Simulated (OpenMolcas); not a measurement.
**F, step by step**

Aim: a series of 9 runs (ROHF/def2-TZVPP, CASSCF(7,4)/def2-TZVPP, CASPT2(7,4)/def2-TZVPP, CASPT2[IPEA 0](7,4)/def2-TZVPP, SC-NEVPT2(7,4)/def2-TZVPP, PC-NEVPT2(7,4)/def2-TZVPP, MC-PDFT[tPBE](7,4)/def2-TZVPP, MC-PDFT[ftPBE](7,4)/def2-TZVPP, and more) of F. 

Program for the calculation: OpenMolcas 26.06.

**1. The energy at ROHF/def2-TZVPP (run 1)**

step1.input reads:

```
* F Hartree-Fock
>>> EXPORT MOLCAS_PRINT=2
&GATEWAY
BasLib = $CurrDir
Coord
1
bohr
F      0.00000000     0.00000000     0.00000000
Basis = def2-TZVPP
Group = NoSym
&SEWARD
&SCF
UHF
Spin = 2
PrOrbitals = 1
&RASSCF
FileOrb = $Project.UnaOrb
Spin = 2
Nactel = 1 0 0
Inactive = 4
Ras2 = 1
OutOrbitals = Canonical
OrbListing = Nothing
```

The basis set def2-TZVPP is read from a file made from the Basis Set Exchange's data (not shown).

Launch:

```sh
$ export MOLCAS_MEM=1860
$ pymolcas step1.input > step1.log
```

The program printed, shortened:

```text
--- Start Module: gateway ---
[...]
--- Stop Module: gateway /rc=_RC_ALL_IS_WELL_ ---
[...]
      Basis functions           31
[...]
--- Start Module: scf ---
[...]
       Convergence after   9 Iterations
[...]
::    Total SCF energy                                -99.4117985004
[...]
      Total spin, S                                     0.5018373829
[...]
--- Stop Module: scf /rc=_RC_ALL_IS_WELL_ ---
--- Start Module: rasscf ---
[...]
      Number of active orbitals                  1
[...]
      Spin quantum number                      0.5
[...]
      Active orbitals                            1
[...]
      Number of CSFs                             1
[...]
      Number of root(s) required                 1
[...]
      Convergence after  6 iterations
[...]
      printout of CI-coefficients larger than  0.05 for root  1
      energy=     -99.407167
      conf/sym  1     Coeff  Weight
             1  u   1.00000 1.00000
      Natural orbitals and occupation numbers for root  1
      sym 1:   1.000000
      ************************************************************************************************************************
      *                                                    Final results                                                     *
[...]
::    RASSCF root number  1 Total energy:    -99.40716747
[...]
      Total electronic charge=    9.000000
      Total            charge=   -0.000000
[...]
      Dipole Moment (debye):
      Origin of the operator (angstrom)=    0.0000    0.0000    0.0000
                   X=  3.3967E-16               Y= -3.2337E-16               Z=  4.7668E-16           Total=  6.6870E-16
      Quadrupole Moment (debye*angstrom):
[...]
--- Stop Module: rasscf /rc=_RC_ALL_IS_WELL_ ---
[...]
```

Run time: 1.6 s. Hardware: 1 thread of Intel Xeon 6975P-C (Granite Rapids), shared host; peak memory 0.37 GiB.

**2. The F atom: a single-point energy at CASSCF(7,4)/def2-TZVPP (run 2)**

step2.input reads:

```
* F CASSCF

&GATEWAY
  BasLib
  $CurrDir
  Coord
  1
  bohr
  F      0.00000000     0.00000000     0.00000000
  Basis
  def2-TZVPP
  Group
  NoSym

&SEWARD

&RASSCF
  FileOrb
  $CurrDir/step1.RasOrb
  Spin
  2
  Nactel
  7 0 0
  Inactive
  1
  Ras2
  4
  OrbListing
  Nothing
  OrbAppear
  Compact
```

The basis set def2-TZVPP is read from a file made from the Basis Set Exchange's data (not shown).

Run the same way, it converges to -99.40717 Eh (log not shown).

Runs 3 to 8 aren't shown in full; the table further down has their settings and results.

**3. The F atom: the energy at MRCI(7,4)/def2-TZVPP (run 9)**

step9.inp reads:

```
&GATEWAY
BASLIB
$CurrDir
COORD
1
bohr
F      0.00000000     0.00000000     0.00000000
BASIS
def2-TZVPP
GROUP
NoSym
&SEWARD
&RASSCF
FILEORB
$CurrDir/step2.RasOrb
SPIN
2
NACTEL
7 0 0
INACTIVE
1
RAS2
4
ORBLISTING
Nothing
ORBAPPEAR
Compact
&MOTRA
LUMORB
FROZEN
1
&GUGA
ELECTRONS
7
SPIN
2
INACTIVE
0
ACTIVE
4
CIALL
1
&MRCI
SDCI
```

The basis set def2-TZVPP is read from a file made from the Basis Set Exchange's data (not shown).

Launch:

```sh
$ export MOLCAS_MEM=1860
$ pymolcas step9.inp > step9.log
```

The program printed, shortened:

```text
--- Start Module: gateway ---
[...]
--- Stop Module: gateway /rc=_RC_ALL_IS_WELL_ ---
[...]
      Basis functions           31
[...]
      Number of active orbitals                  4
[...]
      Spin quantum number                      0.5
[...]
      Active orbitals                            4
[...]
      Number of CSFs                             4
[...]
      Number of root(s) required                 1
[...]
 ###    WARNING: Problems in orbital optimization.                           ###
 ###############################################################################
  Warning: In symmetry  1, orbital p=   2 has diagonal density matrix element D(p,p) close to two. (2 - D(p,p))=  4.440892E-16
[...]
      Convergence after  4 iterations
[...]
      printout of CI-coefficients larger than  0.05 for root  1
      energy=     -99.407167
      conf/sym  1111     Coeff  Weight
             1  222u   1.00000 1.00000
      Natural orbitals and occupation numbers for root  1
      sym 1:   2.000000   2.000000   2.000000   1.000000
      ************************************************************************************************************************
      *                                                    Final results                                                     *
[...]
::    RASSCF root number  1 Total energy:    -99.40716747
[...]
      Dipole Moment (debye):
      Origin of the operator (angstrom)=    0.0000    0.0000    0.0000
                   X=  3.3967E-16               Y= -3.2337E-16               Z=  4.7668E-16           Total=  6.6870E-16
      Quadrupole Moment (debye*angstrom):
[...]
      *** WARNING: Default frozen orbitals is overwritten by user input.
      *** Default values:   1
[...]
--- Start Module: guga ---
[...]
--- Stop Module: guga /rc=_RC_ALL_IS_WELL_ ---
--- Start Module: mrci ---
[...]
       (But an ACPF correction will be computed)
       USE THE DEFAULT ACPF G-VALUE GFAC=  0.28571428571428570
[...]
                      CI ENERGY:   -99.61720432
[...]
                ACPF CORRECTION:    -0.00534869
[...]
      Total electronic charge=    9.000000
      Total            charge=    0.000000
[...]
     ACPF CORRECTION:     -0.00534869
[...]
  CI State   1     Total energy:    -99.61720432     QDav:     -0.00756522     QACPF:     -0.00534869
[...]
--- Stop Module: mrci /rc=_RC_ALL_IS_WELL_ ---
[...]
```

Run time: 1.2 s. Hardware: 1 thread of Intel Xeon 6975P-C (Granite Rapids), shared host; peak memory 0.37 GiB.

**4. The series**

```csv
run,level,active rule,inactive,energy (Eh),dipole moment (D) of the reference,wall time
1,ROHF/def2-TZVPP,–,–,-99.407167,0.00,1.6 s
2,"CASSCF(7,4)/def2-TZVPP",full valence,1,-99.407167,0.00,1.2 s
3,"CASPT2(7,4)/def2-TZVPP",full valence,1,-99.612812,0.00,1.1 s
4,"CASPT2[IPEA 0](7,4)/def2-TZVPP",full valence,1,-99.615223,0.00,1.1 s
5,"SC-NEVPT2(7,4)/def2-TZVPP",full valence,1,-99.589716,0.00,1.1 s
6,"PC-NEVPT2(7,4)/def2-TZVPP",full valence,1,-99.590086,0.00,1.1 s
7,"MC-PDFT[tPBE](7,4)/def2-TZVPP",full valence,1,-99.653978,0.00,1.3 s
8,"MC-PDFT[ftPBE](7,4)/def2-TZVPP",full valence,1,-99.684855,0.00,1.2 s
9,"MRCI(7,4)/def2-TZVPP",full valence,1,-99.617204,0.00,1.2 s
```

**5. Outcome**

| quantity | value |
| --- | --- |
| F atom, run 9: total energy | -99.61720 Eh |
| F atom, run 9: dipole moment (CASSCF density) | 0.00 D |

Below the ROHF energy at the same shape and in the same basis (def2-TZVPP): CASSCF(7,4) +0.0 mEh; CASPT2(7,4) -205.6 mEh; CASPT2[IPEA 0](7,4) -208.1 mEh; SC-NEVPT2(7,4) -182.5 mEh; PC-NEVPT2(7,4) -182.9 mEh; MRCI(7,4) -210.0 mEh. Active-space methods hold only the correlation inside their space unless a perturbation or CI step follows. All runs together took 11 s, the longest 1.6 s.
